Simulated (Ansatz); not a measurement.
Write a Python script for Ansatz's Python interface that makes an active-space calculation of FK. Use: SC-NEVPT2, def2-SVP basis, multiplicity 1.

| atom | x (Å) | y (Å) | z (Å) |
| --- | --- | --- | --- |
| F | 1.0164 | -0.3875 | 0.5057 |
| K | -0.9869 | 0.3273 | -0.5016 |

Script `cas.py`:
```python
# -*- coding: utf-8 -*-
"""Active-space calculation on FK."""

import warnings

import ansatz
from ase import Atoms

warnings.simplefilter("ignore", ansatz.DeckWarning)

atoms = Atoms(["F", "K"], positions=[
    [1.0164, -0.3875, 0.5057],
    [-0.9869, 0.3273, -0.5016],
])
mol = ansatz.Crystal.molecule_from_ase(atoms)

model = (
    mol.calculation()
    .basis(gaussian="def2-SVP")
    .scf(lower_state_search="light")
    .correlation(active_electrons=6, active_orbitals=7)
)
for method in ["sc_nevpt2"]:
    summary = (model if method is None else model.correlation(method)).run(threads=1, pin="off").report
    space = summary["configurations"]
    state = space["states"][0]
    print(method or "casscf", f"total {summary['free_energy_ev'] / 27.211386246:.6f} Ha, active-space state {state['energy']['hartree']:.6f} Ha, mean field {summary['reference_energy_ev'] / 27.211386246:.6f} Ha")
    print("  determinants", state["n_determinants"], " natural occupations", [round(n, 3) for n in space["natural_occupations"]])
```

```console
$ python cas.py
sc_nevpt2 total -698.692307 Ha, active-space state -698.556139 Ha, mean field -698.458345 Ha
  determinants 617  natural occupations [1.982, 1.981, 1.98, 0.019, 0.019, 0.018, 0.001]
```

Notes:
- The settings weren't tested for convergence.
- The geometry is a force-field or estimated start, not a minimum of this method, and the basis set is short of its limit. The active space starts as a window about the frontier orbitals and is then optimised, not chosen by chemistry.
- It ran for 13 s on 1 thread of Arm Neoverse V1, with other jobs on the host, peak memory 0.18 GiB.
